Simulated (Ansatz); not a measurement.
**AlClH5PSi: up Jacob's ladder to CCSD(T)**

One table from this session's results is given with a row withheld; the runs are named, their logs left out.

Method: functionals in def2-TZVPP, the program's frozen cores in correlated methods; program: Ansatz 0.2.0, Gaussian basis.

The runs, in order: LDA (SPW92), PBE-D4, revPBE-D4, BLYP-D4, r2SCAN-D4, B97M-V, PBE0-D4, B3LYP-D4, r2SCANh-D4, r2SCAN0-D4, HSE06-D4, BHLYP-D4, CAM-B3LYP-D4, LC-ωPBE, ωB97X-V, ωB97M-V, B2PLYP, PBE-QIDH; CCSD(T)/def2-SVP; CCSD(T)/def2-TZVPP; MP2/def2-QZVPP; extrapolation to the limit; RPA on PBE.

**The geometry**

All runs share one geometry, relaxed beforehand with PBE0-D4 in a triple-zeta def2 set.

SMILES `P[SiH2][AlH][Cl]`, 9 atoms, charge 0, spin multiplicity 1.

Atoms are counted from 1 here; the program's logs count them from 0.

Bond lengths: P1–Si2 2.274 Å, P1–H5 1.422 Å, P1–H6 1.422 Å, Si2–Al3 2.431 Å, Si2–H7 1.490 Å, Si2–H8 1.489 Å, Al3–Cl4 2.106 Å, Al3–H9 1.581 Å. Angles: Si2–P1–H5 94.8°, Si2–P1–H6 94.5°, H5–P1–H6 93.4°, P1–Si2–Al3 108.5°, P1–Si2–H7 106.4°, P1–Si2–H8 106.3°, Al3–Si2–H7 114.1°, Al3–Si2–H8 113.0°, H7–Si2–H8 108.1°, Si2–Al3–Cl4 115.3°, Si2–Al3–H9 127.7°, Cl4–Al3–H9 116.6°.

Set-up of the first run:

Contents of in.yaml:

```yaml
crystal:
  periodic: [false, false, false]
  atoms:
    - {symbol: P, position_ang: [-1.571038, 1.428170, 0.034674]}
    - {symbol: Si, position_ang: [-0.246642, -0.109068, 1.061321]}
    - {symbol: Al, position_ang: [1.395418, -0.908098, -0.543557]}
    - {symbol: Cl, position_ang: [0.655344, -2.229749, -2.006329]}
    - {symbol: H, position_ang: [-0.488359, 2.172904, -0.509469]}
    - {symbol: H, position_ang: [-1.743412, 0.656601, -1.146911]}
    - {symbol: H, position_ang: [0.343318, 0.570327, 2.249061]}
    - {symbol: H, position_ang: [-1.154128, -1.184753, 1.548210]}
    - {symbol: H, position_ang: [2.897900, -0.442632, -0.704301]}
basis:
  gaussian: {orbitals: def2-TZVPP}
hamiltonian: {xc: lda}
output: {orbitals: {seedname: orbitals}}
```

Run with:

```bash
> ansatz run in.yaml --threads 2 --pin off --events-out ev --progress --plain --max-ram 4352MiB
```

Steps of the session up to this table: LDA; PBE-D4 (GGA); revPBE-D4 (GGA); BLYP-D4 (GGA); r2SCAN-D4 (meta-GGA); B97M-V (meta-GGA); B3LYP-D4 (hybrid); r2SCANh-D4 (hybrid); r2SCAN0-D4 (hybrid); HSE06-D4 (hybrid); BHLYP-D4 (hybrid); CAM-B3LYP-D4 (range-separated); LC-ωPBE (range-separated); ωB97X-V (range-separated); ωB97M-V (range-separated); B2PLYP (double hybrid); PBE-QIDH (double hybrid).

One table of the session follows, with a row left open; its other results are not shown here.

It belongs to the step «Orbital energies across the functionals». 

```
  functional  HOMO (eV)  LUMO (eV)  gap (eV)
 LDA (SPW92)          ?          ?         ?
      PBE-D4      -6.13      -2.76      3.37
   revPBE-D4      -6.09      -2.66      3.43
     BLYP-D4      -5.97      -2.59      3.38
   r2SCAN-D4      -6.34      -2.56      3.78
      B97M-V      -6.45      -2.69      3.75
     PBE0-D4      -7.14      -2.05      5.09
    B3LYP-D4      -6.94      -2.20      4.74
  r2SCANh-D4      -6.71      -2.31      4.40
  r2SCAN0-D4      -7.28      -1.94      5.33
    HSE06-D4      -6.75      -2.42      4.34
    BHLYP-D4      -8.03      -1.25      6.78
CAM-B3LYP-D4      -8.33      -1.09      7.23
     LC-ωPBE      -9.60      -0.09      9.51
     ωB97X-V      -9.28      -0.18      9.10
     ωB97M-V      -9.06      -0.40      8.66
```

**Question.** Estimate the row for LDA (SPW92).

As computed: HOMO (eV): -6.21; LUMO (eV): -2.98; gap (eV): 3.23. In the column «HOMO (eV)» it lies between r2SCAN-D4 (-6.34) and PBE-D4 (-6.13).
